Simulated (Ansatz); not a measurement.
# In4SbAs3: the cell at several levels of theory

Cell and atoms of In4SbAs3 as one 8-atom ordering (I-42m) on the zincblende lattice are relaxed in turn with PBE and r2SCAN. This is a trial cell built on a prototype, not taken from a measured structure, and it needn't be the compound's ground state.

The runs shown are made with Ansatz 0.2.0. PAW datasets, plane waves, zero pressure. Computed, not measured; no magnetism was allowed, and the structure may never have been made.

## (1) Starting point

Space group I-42m (No. 121), tetragonal; conventional cell a = 6.067 Å, c = 12.133 Å, 27.91 Å³ an atom. Around As lie 4 In at 2.63 Å; around In lie 3 As at 2.63 Å and 1 Sb at 2.63 Å; around Sb lie 4 In at 2.63 Å.

The structure in full:

```
CELL_PARAMETERS angstrom
-3.03331 3.03331 6.06662
3.03331 -3.03331 6.06662
3.03331 3.03331 -6.06662
ATOMIC_POSITIONS crystal
As 0.25000 0.75000 0.50000
In 0.87500 0.37500 0.00000
As 0.50000 0.50000 0.00000
In 0.12500 0.12500 0.50000
As 0.75000 0.25000 0.50000
In 0.37500 0.87500 0.00000
Sb 0.00000 0.00000 0.00000
In 0.62500 0.62500 0.50000
```

## (2) Relaxation with PBE

Contents of input.yaml:

```yaml
crystal:
  lattice:
    - [-3.0333117118, 3.0333117118, 6.0666234236]
    - [3.0333117118, -3.0333117118, 6.0666234236]
    - [3.0333117118, 3.0333117118, -6.0666234236]
  atoms:
    - { symbol: As, position: [0.25, 0.75, 0.5] }
    - { symbol: In, position: [0.875, 0.375, 0.0] }
    - { symbol: As, position: [0.5, 0.5, 0.0] }
    - { symbol: In, position: [0.125, 0.125, 0.5] }
    - { symbol: As, position: [0.75, 0.25, 0.5] }
    - { symbol: In, position: [0.375, 0.875, 0.0] }
    - { symbol: Sb, position: [0.0, 0.0, 0.0] }
    - { symbol: In, position: [0.625, 0.625, 0.5] }
kpoints:
  mp_grid: { grid: [6, 6, 6] }
hamiltonian:
  xc: pbe
scf:
  occupations: { method: fermi_dirac, width: 0.02 }
relax:
  f_tol: 0.005
  cell: {}
output:
  write_density: true
  write_potential: true
  elf: true
  volumetric_format: npy
```

Run with:

```bash
$ ansatz run input.yaml --threads 4 --pin off --max-ram 6451MiB --backend cpu --events-out ev --progress --plain --runs-dir out
```

The runs that follow: Relaxation with r2SCAN.

Before running it: what results should come out? Wanted: for each run, a; c; volume; space group; SCF geometries.

The runs gave:

| level | a (Å) | c (Å) | volume (Å³/atom) | space group | SCF geometries |
| --- | --- | --- | --- | --- | --- |
| PBE | 6.302 | 12.585 | 31.235 | I-42m | 6 |
| r2SCAN | 6.224 | 12.430 | 30.099 | I-42m | 5 |

The first relaxation changed the volume by +11.9 % from the start. r2SCAN gives the smallest cell and PBE the largest; they differ by 3.8 % in volume, a mean of 1.2 % in length.
